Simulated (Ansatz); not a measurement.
# C2H4BN: the cost of one run

Program: Ansatz 0.2.0. Level of theory: RKS BHLYP/6-31G*. These are calculated values, not measurements.

## (1) The structure to begin with

Bond lengths: B1–C2 1.330 Å, C2–N3 1.345 Å, N3–C4 1.446 Å, N3–H5 1.015 Å, C4–H6 1.097 Å, C4–H7 1.089 Å, C4–H8 1.091 Å. Angles: B1–C2–N3 153.0°, C2–N3–C4 120.5°, C2–N3–H5 116.5°, C4–N3–H5 113.6°, N3–C4–H6 112.4°, N3–C4–H7 108.8°, N3–C4–H8 109.3°, H6–C4–H7 108.3°, H6–C4–H8 108.8°, H7–C4–H8 109.3°.

Structure file:

```xyz
8

B     2.5999   -0.2843    0.1405
C     1.4060   -0.3851   -0.4360
N     0.1506    0.0352   -0.6739
C    -0.8543   -0.0308    0.3631
H     0.0497    0.8378   -1.2869
H    -0.7659    0.7921    1.0839
H    -0.7409   -0.9706    0.9017
H    -1.8450    0.0057   -0.0923
```

## (2) End point A

input.yaml reads:

```yaml
crystal:
  periodic: [false, false, false]
  atoms:
    - { symbol: B, position_ang: [2.59989, -0.28435, 0.14048] }
    - { symbol: C, position_ang: [1.40597, -0.38513, -0.43604] }
    - { symbol: "N", position_ang: [0.15061, 0.03518, -0.67393] }
    - { symbol: C, position_ang: [-0.85427, -0.03077, 0.36312] }
    - { symbol: H, position_ang: [0.04968, 0.83785, -1.28691] }
    - { symbol: H, position_ang: [-0.76593, 0.79209, 1.08388] }
    - { symbol: H, position_ang: [-0.74093, -0.97059, 0.9017] }
    - { symbol: H, position_ang: [-1.84502, 0.00571, -0.0923] }
basis:
  gaussian: { orbitals: "6-31G*" }
hamiltonian:
  xc: { name: BHLYP }
relax:
  f_tol: 0.02
  max_steps: 50
output:
  orbitals: {}
```

Command:

```
ansatz run input.yaml --threads 1 --pin off --max-ram 2048MiB --backend cpu --events-out ev --progress --plain --runs-dir out
```

What time and memory should one allow on 1 thread of Arm Neoverse V1, shared host?

About 39 s, with a peak of 0.14 GiB.
